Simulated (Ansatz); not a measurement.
# GeH3NO: the cost of one run

Program: Ansatz 0.2.0, Gaussian basis. Level of theory: unrestricted cation, the program's frozen cores in correlated methods. These are calculated values, not measurements.

Levels to be run: UKS PBE-D4/def2-TZVPP; UKS r2SCAN-D4/def2-TZVPP; UKS PBE0-D4/def2-TZVPP; UKS B3LYP-D4/def2-TZVPP; UKS wB97X-V/def2-TZVPP; UKS wB97M-V/def2-TZVPP; UKS B2PLYP/def2-TZVPP; UHF-CCSD(T)/def2-TZVPP; UHF-MP2/def2-QZVPP; extrapolation to the limit; then −ε(HOMO) from the neutral's earlier runs with LDA (SPW92), PBE-D4, revPBE-D4, BLYP-D4, r2SCAN-D4, B97M-V, PBE0-D4, B3LYP-D4, r2SCANh-D4, r2SCAN0-D4, HSE06-D4, BHLYP-D4, CAM-B3LYP-D4, LC-ωPBE, ωB97X-V, ωB97M-V.

**1. Structure used throughout**

All runs share one geometry, relaxed beforehand with PBE0-D4 in a triple-zeta def2 set.

6 atoms, charge 0, spin multiplicity 1.

Atoms are counted from 1 here; the program's logs count them from 0.

Bond lengths: N1–Ge2 1.829 Å, N1–H4 1.008 Å, N1–H5 1.009 Å, Ge2–O3 1.793 Å, O3–H6 0.961 Å. Angles: Ge2–N1–H4 121.0°, Ge2–N1–H5 127.2°, H4–N1–H5 111.7°, N1–Ge2–O3 99.4°, Ge2–O3–H6 116.5°.

**2. Cation, UKS PBE-D4/def2-TZVPP**

Input file in.yaml:

```yaml
crystal:
  periodic: [false, false, false]
  atoms:
    - {symbol: N, position_ang: [-0.777933, 0.052091, -0.568645]}
    - {symbol: Ge, position_ang: [0.575347, -1.156153, -0.335717]}
    - {symbol: O, position_ang: [1.505341, -0.310125, 0.942580]}
    - {symbol: H, position_ang: [-1.512243, -0.113084, -1.239224]}
    - {symbol: H, position_ang: [-0.905369, 0.927833, -0.083104]}
    - {symbol: H, position_ang: [1.156857, 0.535438, 1.237710]}
basis:
  gaussian: {orbitals: def2-TZVPP}
total_charge: 1
magnetization: {spin_polarized: true, initial_magnetization: 1}
hamiltonian: {xc: pbe, dispersion: d4}
```

Started as:

```bash
$ ansatz run in.yaml --threads 4 --pin off --events-out ev --progress --plain --max-ram 10444MiB
```

**Question.** How long does this run take on 4 threads of Arm Neoverse V1, shared host, and how much memory does it need?

About 4.6 s, with a peak of 0.3 GiB.
